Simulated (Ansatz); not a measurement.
A first try at a geometry optimisation of C3H6N2Si, SMILES N#CC([SiH3])C=N, using Ansatz's Python interface.

The script, `run_opt.py`:
```python
# -*- coding: utf-8 -*-
"""Relax the C3H6N2Si molecule."""

import ansatz as az
import numpy as np

GEOMETRY = """
N    -2.68870   -0.73110    0.75500
C    -1.61530   -0.41890    0.65640
C    -0.22620   -0.06340    0.51470
Si    0.82930   -1.41520   -0.31780
C    -0.09560    1.23590   -0.23080
N     0.55650    2.26100    0.27330
H     0.25680    0.08260    1.53350
H     0.29430   -1.60550   -1.70720
H     0.63530   -2.69130    0.46800
H     2.20250   -1.09280   -0.38340
H    -0.60230    1.32720   -1.17760
H     0.53030    3.05640   -0.35010
"""


def main():
    c3h6n2si = az.Crystal.molecule()
    for line in GEOMETRY.strip().splitlines():
        symbol, *xyz = line.split()
        c3h6n2si = c3h6n2si.atom(symbol, [float(v) for v in xyz])

    base = (
        c3h6n2si.calculation()
        .basis(gaussian="6-31G*")
        .functional("pbe0", dispersion="d4")
    )
    symbols = [site.symbol for site in c3h6n2si.cartesian_sites]
    start = np.array([site.position_ang for site in c3h6n2si.cartesian_sites], dtype=float)
    def progress(event):
        if event["event"] == "relax_step":
            row = event["data"]
            print(f"step {row['step']:3d}  E = {row['lagrangian_ev']:.6f} eV  max force {row['allowed_force_max_ev_ang']:.4f} eV/A")


    data = base.relax(force_tolerance=0.02, max_steps=30).session().execute(on_event=progress).report
    end = np.array(data["positions_ang"])

    print(f"E = {data['free_energy_ev']:.6f} eV = {data['free_energy_ev'] / 27.211386246:.7f} Ha")
    print("converged:", data["converged"], " doubts:", data["published_state_doubts"] or "none")

    print("bond        before    after (A)")
    for i, j in [(0, 1), (1, 2), (2, 3), (2, 4), (2, 6), (3, 7), (3, 8), (3, 9), (4, 5), (4, 10), (5, 11)]:
        d0, d1 = (np.linalg.norm(xyz[i] - xyz[j]) for xyz in (start, end))
        print(f"{symbols[i]}{i}-{symbols[j]}{j}".ljust(10), f"{d0:8.4f} {d1:8.4f}")


if __name__ == "__main__":
    main()
```

```console
$ python run_opt.py
Traceback (most recent call last):
  File "run_opt.py", line 55, in <module>
    main()
    ~~~~^^
  File "run_opt.py", line 42, in main
    data = base.relax(force_tolerance=0.02, max_steps=30).session().execute(on_event=progress).report
           ^^^^^^^^^^^^^^^^^^^^^^^^^^^^^^^^^^^^^^^^^^^^^^^^^^^^^^^^^^^^^^^^
  ...
AttributeError: 'ansatz.Session' object has no attribute 'execute'
```
(Library frames cut from the traceback.)

What is wrong, and how is it mended?

The fault: a session has to be planned before it's executed. The cap on steps that the faulty run carried goes too. The correction:

```diff
--- before
+++ after
@@ -41,3 +41,3 @@
 
-    data = base.relax(force_tolerance=0.02, max_steps=30).session().execute(on_event=progress).report
+    data = base.relax(force_tolerance=0.02).session().plan().execute(on_event=progress).report
     end = np.array(data["positions_ang"])
```

With that change:

Output of `python run_opt.py`:
```text
step   1  E = -14053.635235 eV  max force 5.1850 eV/A
step   2  E = -14053.946475 eV  max force 1.0930 eV/A
step   3  E = -14053.967237 eV  max force 0.7177 eV/A
step   4  E = -14053.985347 eV  max force 0.2394 eV/A
step   5  E = -14053.989035 eV  max force 0.1023 eV/A
step   6  E = -14053.992877 eV  max force 0.1653 eV/A
step   7  E = -14053.995033 eV  max force 0.0865 eV/A
step   8  E = -14053.996222 eV  max force 0.1570 eV/A
step   9  E = -14053.996785 eV  max force 0.1990 eV/A
step  10  E = -14053.998023 eV  max force 0.0933 eV/A
step  11  E = -14053.998176 eV  max force 0.0286 eV/A
step  12  E = -14053.998390 eV  max force 0.0253 eV/A
step  13  E = -14053.998457 eV  max force 0.0108 eV/A
E = -14053.998482 eV = -516.4749181 Ha
converged: True  doubts: none
bond        before    after (A)
N0-C1        1.1222   1.1606
C1-C2        1.4409   1.4509
C2-Si3       1.9064   1.9253
C2-C4        1.5037   1.5072
C2-H6        1.1369   1.0969
Si3-H7       1.5010   1.4858
Si3-H8       1.5111   1.4852
Si3-H9       1.4121   1.4837
C4-N5        1.3154   1.2669
C4-H10       1.0777   1.0988
N5-H11       1.0109   1.0217
```

Total energies depend on the basis set; only differences at equal settings carry meaning. The end point is the stationary point reached from this start; no frequency run checks that it is a minimum, and the basis set is modest. Timing: 89 s on 1 thread of Arm Neoverse V1 (shared host), peak memory 0.31 GiB.

(A comment or docstring line of the script was reworded after the run, the code is as it ran; lines on the test bed's own set-up are left out of the output.)
